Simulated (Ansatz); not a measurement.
# WAu (F-43m) in Ansatz: a series of runs, part 2 of 2

Ansatz 0.2.0. The steps go on from the part before.

### 4 Single point, PBE

input.yaml

```yaml
crystal:
  lattice:
    - [0.0, 2.74797926, 2.74797926]
    - [2.74797926, 0.0, 2.74797926]
    - [2.74797926, 2.74797926, 0.0]
  atoms:
    - { symbol: W, position: [0.0, 0.0, 0.0] }
    - { symbol: Au, position: [0.75, 0.75, 0.75] }
hamiltonian:
  xc: pbe
  pseudopotentials: { kind: paw }
kpoints:
  mp_grid: { grid: [8, 8, 8] }
scf:
  occupations: { method: gaussian, width: 0.028 }
output:
  forces: true
  stress: true
  eigenvalues: true
```

Potentials or basis: Ansatz PAW.

On the command line:

```
ansatz run input.yaml --threads 2 --pin off --max-ram 5632MiB --backend cpu --events-out ev --progress --plain --runs-dir out
```

What it wrote:

```text
Warning: RAYON_NUM_THREADS=2 ignored (pool sized by the plan → 2); use --threads N
Engine: ansatz 0.2.0, x86_64-unknown-linux-gnu
Pseudopotentials: kind: paw
Pseudopotential: W, paw, valence charge 14, recommended cutoff 420 eV (normal), W.paw.azcp
Pseudopotential: Au, paw, valence charge 19, recommended cutoff 420 eV (normal), Au.paw.azcp
Functional definition: PBE
  parameter kappa = 0.804
  parameter beta = 0.06672455060314922
  exchange = pbe_x(kappa = kappa, mu = beta*pi^2/3)
  correlation = pbe_c(beta = beta)
Crystal: 2 atoms, lattice volume = 41.502 Å³
Basis set: ecut = 420 eV, 869 PW (Γ), exchange–correlation on 54×54×54 points (8 copies of the dense FFT grid, shifted against one another)
Bands: 21, of which v1, the nominal top of the filled ones, is band 17 counted from 1 (16 counted from 0)
Symmetry: 24 space group operations
Space group: F-43m (ITA 216), of the structure as read, at distance tolerance 3.5e-5 Å
k-points: 29 of 512 (time reversal used)
Non-local potential: W, projectors of the file, l = 0: 3, l = 1: 2, l = 2: 2, l = 3: 1
Non-local potential: Au, projectors of the file, l = 0: 3, l = 1: 2, l = 2: 2, l = 3: 1
PAW form: soft (Blöchl's): semilocal exchange-correlation on the pseudo side does not see the compensation charge
PAW one-centre angular grid: W, 590 points (default); XC on 64 Gauss nodes
PAW one-centre angular grid: Au, 590 points (default); XC on 64 Gauss nodes
Initial density: superposition of atomic densities (neutral atoms: chi_scale 0, normalization atom), corrected by the library's trained network
Initial wavefunctions: pseudopotential atomic-orbital guess
Functional: x = pbe(κ = 0.804, μ = 0.2195149727645171), c = pbe(β = 0.06672455060314922)
SCF iter   1: F=—  HF=-23529.645571 eV  |F-HF|=—  |Δ(HF+E_count)|=         —  Δρ=1.03e-2  dr2=6.51e-2  ethr=1.77e-3  ⟨swp⟩=6.1  Hψ=2727  notcnv=0
preconditioner: auto → none  [insulator: Δε(μ)=0.091 eV  Ē_g=8.031 eV  σ=0.028 eV  W_gap=0.61  n_scr=14 (ndim 8)  ℏωp=23.8 eV  f_vac=0.000  D(μ)=3.40/eV (n_scr^D=50)  ε∞_Penn≈9.8]
SCF iter   2: F=—  HF=-23529.633980 eV  |F-HF|=—  |Δ(HF+E_count)|=   1.16e-2  Δρ=3.73e-3  dr2=6.67e-3  ethr=1.97e-4  ⟨swp⟩=2.0  Hψ=959  notcnv=0  defer=12
SCF iter   3: F=—  HF=-23529.632973 eV  |F-HF|=—  |Δ(HF+E_count)|=   1.01e-3  Δρ=6.41e-4  dr2=7.05e-5  ethr=2.02e-5  ⟨swp⟩=2.1  Hψ=834  notcnv=0  defer=12
SCF iter   4: F=—  HF=-23529.632990 eV  |F-HF|=—  |Δ(HF+E_count)|=   1.68e-5  Δρ=5.32e-5  dr2=9.11e-7  ethr=2.14e-7  ⟨swp⟩=2.2  Hψ=916  notcnv=0  defer=12
iter 5 did not close the SCF: its close was put off for the readings that it lacked (scf_convergence_deferred on its scf_iter line)
SCF iter   5: F=-23529.632990 eV  HF=-23529.632990 eV  |F-HF|=3.01e-8  |Δ(HF+E_count)|=   3.12e-7  Δρ=1.77e-5  dr2=7.16e-8  ethr=2.76e-9  ⟨swp⟩=2.0  Hψ=1051  notcnv=0  defer=12
SCF iter   6: F=-23529.632990 eV  HF=-23529.632990 eV  |F-HF|=1.63e-9  |Δ(HF+E_count)|=   5.26e-9  Δρ=3.64e-6  dr2=3.92e-9  ethr=2.17e-10  ⟨swp⟩=4.0  Hψ=2304  notcnv=0
SCF 1 converged in 6 iterations: F = -23529.632990 eV  dr2 = 3.92e-9
SCF converged after 6 iterations
Free energy (F): -23529.632990 eV
Harris-Foulkes:  -23529.632990 eV  (|F-HF|=1.63e-9)
Internal energy: -23529.631883 eV  (E = F + TS)
E sigma→0 (E₀):  -23529.632437 eV
Entropy (-TS):   -0.001108 eV (-0.554 meV/atom)
Fermi energy:    16.396703 eV
--- Per-component energies (eV) ---
  E_band       = -487.018522
  E_kinetic    = 1059.510168
  E_local      = -3367.022213  (includes V_loc(G=0)·N_el)
  E_nonlocal   = 71.449935
  E_hartree    = 1374.378529
  E_xc         = -496.277849
  E_vxc        = -515.898258  (∫ρ·V_xc dr)
  E_paw        = -18267.286731  (= ΣΔE_a)
  E_vpaw       = -483.814910  (= ΣTr[D̂ρ^β])
  E_aug_tail   = 0.001294  (compensation charges beyond the density's cutoff)
  E_ewald      = -3904.385016
  E_smearing   = -0.001108  (= −TS)
  E_closure    = 0.000000  (closes the sum)
  Σ components = -23529.632990   (vs F -23529.632990, Δ=0.00e0)
--- Forces (eV/Å), atoms counted from 1 ---
  atom   1  W     -0.00000000     0.00000000     0.00000000
  atom   2  Au     0.00000000    -0.00000000    -0.00000000
  max |Σ_I F_I| component: 9.71e-17 eV/Å
--- Stress (GPa, compression-positive) ---
       32.694166      -0.000000      -0.000000
       -0.000000      32.694166       0.000000
       -0.000000       0.000000      32.694166
  P = ⅓ Tr σ = 32.6942 GPa (326.942 kbar)
--- Band table (eV; the first three rows and the last of 29) ---
  k-point 0: bands = ["-91.1674", "-57.5194", "-42.5805", "-42.5805", "-42.5805", "-21.8667", "-21.8667", "-21.8667", "7.9376", "9.7502", "9.7502", "10.0958", "10.0958", "10.0958", "15.5765", "15.5765", "15.5765", "18.5625", "18.5625", "25.6486", "28.1833"]
  k-point 1: bands = ["-91.1674", "-57.5198", "-42.5808", "-42.5808", "-42.5796", "-21.8706", "-21.8657", "-21.8657", "8.2178", "9.6589", "9.6589", "10.0559", "10.2177", "10.2177", "15.2530", "15.6421", "15.6421", "18.4958", "18.4958", "25.8486", "26.3782"]
  k-point 2: bands = ["-91.1674", "-57.5208", "-42.5815", "-42.5815", "-42.5774", "-21.8799", "-21.8634", "-21.8634", "8.9100", "9.6145", "9.6145", "10.0388", "10.3116", "10.3116", "14.6194", "15.8383", "15.8383", "18.3639", "18.3639", "23.1473", "25.7601"]
  k-point 28: bands = ["-91.1674", "-57.5231", "-42.5863", "-42.5851", "-42.5675", "-21.8971", "-21.8660", "-21.8537", "9.1938", "9.2387", "9.8238", "10.4378", "10.5523", "12.1021", "14.6453", "15.1709", "17.6311", "18.5659", "18.9577", "19.1840", "19.5364"]
```

It took 0.53 s on 2 threads of AMD EPYC 9R45 (Zen 5), shared host; peak memory 0.39 GiB.

What came out:

| Property | Result |
| --- | --- |
| Free energy | -23529.6330 eV |
| Pressure | 32.7 GPa |
| Band gap on the k mesh | none (metal or under the smearing width) |

Caveat: a pressure of tens of GPa on the cell as given is suspect, and the run, the potentials or the cell itself is likely at fault.

### 5 Summary

| task | level | cell | smearing | gap on the mesh (eV) | pressure (GPa) |
| --- | --- | --- | --- | --- | --- |
| relaxation of cell and atoms | BLYP+D4 | relaxed | fermi-dirac 0.05 eV | none | 0.0 |
| single point | PBE | as given | gaussian 0.027 eV | none | 32.7 |
| single point | PBE | as given | gaussian 0.028 eV | none | 32.7 |

Alike in all rows: potentials or basis Ansatz PAW; no spin polarisation; k mesh 8 × 8 × 8; cutoff (eV) 420.

Caveats: a pressure of tens of GPa on the cell as given is suspect, and the run, the potentials or the cell itself is likely at fault (some runs); the volume moved by over 15 % at a fixed basis, so the end points are rough (some runs); the plane-wave basis is chosen anew once the cell has moved, so the energies of steps on either side of that aren't comparable (some runs); pairwise dispersion overbinds metals, which lowers pressure and volume (some runs); the PAW data sets come from PBE, with cores solved anew for the run's functional, which leaves a small shift of forces and pressure (some runs).

Absolute energies hang on the potentials; compare differences alone.
